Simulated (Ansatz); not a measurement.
Task: a ladder of methods at one geometry of CH7BrGe2S, SMILES [CH3][GeH2][S][GeH2][Br], with the Ansatz DFT code, driven from Python. Give the script and its output. Settings (for the species named): PBE, def2-SVP basis, multiplicity 1. The script varies functional: pbe, blyp, hse06, cam_b3lyp, r2scan.

```xyz
12

C    -2.3318   -0.7569    0.4455
Ge   -0.4732   -0.5022   -0.0635
S     0.1550    1.5625    0.4633
Ge    2.1946    1.2567   -0.3643
Br    3.3990   -0.1826    1.0141
H    -2.6486   -1.7870    0.1830
H    -2.4392   -0.6033    1.5389
H    -2.9660   -0.0248   -0.0953
H    -0.3259   -0.7172   -1.5914
H     0.4090   -1.5271    0.6935
H     2.9260    2.6215   -0.4318
H     2.1011    0.6602   -1.7922
```

Script `methods_ch7brge2s.py`:
```python
'''CH7BrGe2S at several levels of theory.'''

from pathlib import Path
import warnings

import ansatz as az
from ase import Atoms
import numpy as np

config = {
    'basis': 'def2-SVP',
}

warnings.simplefilter('ignore', az.DeckWarning)

atoms = Atoms(['C', 'Ge', 'S', 'Ge', 'Br', 'H', 'H', 'H', 'H', 'H', 'H', 'H'], positions=[
    (-2.3318, -0.7569, 0.4455),
    (-0.4732, -0.5022, -0.0635),
    (0.155, 1.5625, 0.4633),
    (2.1946, 1.2567, -0.3643),
    (3.399, -0.1826, 1.0141),
    (-2.6486, -1.787, 0.183),
    (-2.4392, -0.6033, 1.5389),
    (-2.966, -0.0248, -0.0953),
    (-0.3259, -0.7172, -1.5914),
    (0.409, -1.5271, 0.6935),
    (2.926, 2.6215, -0.4318),
    (2.1011, 0.6602, -1.7922),
])
ch7brge2s = az.Crystal.molecule_from_ase(atoms)

setup = ch7brge2s.calculation().basis(gaussian=config['basis'])

print('functional    E (Ha)        dipole (D)   HOMO (eV)  LUMO (eV)')
for name in ['pbe', 'blyp', 'hse06', 'cam_b3lyp', 'r2scan']:
    r = setup.functional(name).forces().orbitals().run(runs_dir='runs').report
    lines = Path(r['orbitals_path']).read_text().splitlines()
    field_of = lambda key: [line.split('=')[1].strip() for line in lines if line.startswith(key)]
    orbitals = [(27.211386 * float(e), s, float(n)) for e, s, n in zip(field_of('Ene='), field_of('Spin='), field_of('Occup='))]
    homo = max(e for e, _, n in orbitals if n > 0.5)
    lumo = min(e for e, _, n in orbitals if n < 0.5)
    dipole = 4.803205 * np.linalg.norm(r['charge_distribution']['dipole_moment_e_ang'])
    print(f'{name:10s} {r["free_energy_ev"] / 27.211386246:14.6f} {dipole:9.3f} {homo:11.3f} {lumo:10.3f}')
```

```console
$ python methods_ch7brge2s.py
functional    E (Ha)        dipole (D)   HOMO (eV)  LUMO (eV)
pbe          -7166.512233     1.822      -6.170     -1.663
blyp         -7167.847312     1.758      -5.942     -1.537
hse06        -7166.758467     1.890      -7.022     -1.155
cam_b3lyp    -7168.108927     1.848      -8.631      0.319
r2scan       -7167.704673     1.921      -6.520     -1.522
```

Caveats:
- Total energies depend on the basis set; only differences at equal settings carry meaning.
- The geometry is a force-field or estimated start, not a minimum of this method, and the basis set is short of its limit. A lower total doesn't mark the better method: functionals have no common bound, and MP2 and coupled cluster aren't variational.
- Levels such as HOMO and LUMO are orbital energies: with these approximate functionals they aren't the ionisation energy and electron affinity, and their gap isn't the fundamental gap.
- hse06 follows the composition of plane-wave codes, whose totals differ by tens of mHa, up to about 0.1 Ha, from the form usual in Gaussian-basis programs (wpbeh).
- Timing: 82 s on 1 thread of Intel(R) Xeon(R) Platinum 8375C CPU @ 2.90GHz (Ice Lake) (shared host), peak memory 0.74 GiB.

(Lines on the test bed's own set-up are left out of the output.)
